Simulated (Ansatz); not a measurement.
**Sn: which structure wins at one pressure**

Which of bcc, hcp, dhcp, beta tin, diamond has the lowest enthalpy for Sn at one common pressure? The runs shown use LAPW. Companion runs by PAW are cited.

Computed with Ansatz 0.2.0 (DFT, LDA, all-electron LAPW, scalar-relativistic, unless a step's input says otherwise).

## 1. The system as given

The structure is cubic, space group Im-3m (No. 229). Conventional cell: a = 3.411 Å, b = 3.411 Å, c = 3.411 Å, α = 90.00°, β = 90.00°, γ = 90.00°. Sn (site symmetry m-3m) has 8 Sn at 2.95 Å in its first shell of neighbours.

Structure file:

```
CELL_PARAMETERS angstrom
-1.70540 1.70540 1.70540
1.70540 -1.70540 1.70540
1.70540 1.70540 -1.70540
ATOMIC_POSITIONS crystal
Sn 0.00000 0.00000 0.00000
```

## 2. Bcc relaxed under pressure, LAPW

input.yaml reads:

```yaml
crystal:
  lattice:
    - [-1.7053998632, 1.7053998632, 1.7053998632]
    - [1.7053998632, -1.7053998632, 1.7053998632]
    - [1.7053998632, 1.7053998632, -1.7053998632]
  atoms:
    - { symbol: Sn, position: [0.0, 0.0, 0.0] }
kpoints:
  mp_grid: { grid: [15, 15, 15] }
scf:
  occupations: { method: fermi_dirac, width: 0.1 }
hamiltonian:
  xc: lda
  pseudopotentials: { kind: all_electron, lapw: { basis_error: 0.0005 } }
output:
  forces: true
  stress: true
  eigenvalues: true
relax:
  f_tol: 0.005
  max_steps: 12
  cell: { p_target: 27.0, stress_tol: 0.03 }
```

The run is started by

```sh
> ansatz run input.yaml --threads 1 --pin off --max-ram 3584MiB --backend cpu --events-out ev --progress --plain --runs-dir out
```

The runs that follow: Hcp relaxed under pressure, LAPW; Dhcp at the cell that PAW relaxed, LAPW; Beta tin relaxed under pressure, LAPW; Diamond relaxed under pressure, LAPW.

**Question.** What will these runs give? Wanted: pressure; lowest (for each run or level that gives them).

As calculated:

| quantity | value |
| --- | --- |
| pressure | 27 GPa |
| lowest (LAPW) | bcc, 11.2 meV/atom under hcp |
| lowest (PAW) | bcc, 11.3 meV/atom under hcp |

What this shows: By LAPW the order is bcc < hcp < dhcp < beta tin < diamond. By PAW the order is bcc < hcp < dhcp < beta tin < diamond. The methods agree on the lowest phase. Only these structures were tried, with electrons smeared by 0.1 eV and without vibrations, so the true ground state may be another. The k meshes differ between phases and weren't tested, which can move differences by some meV.
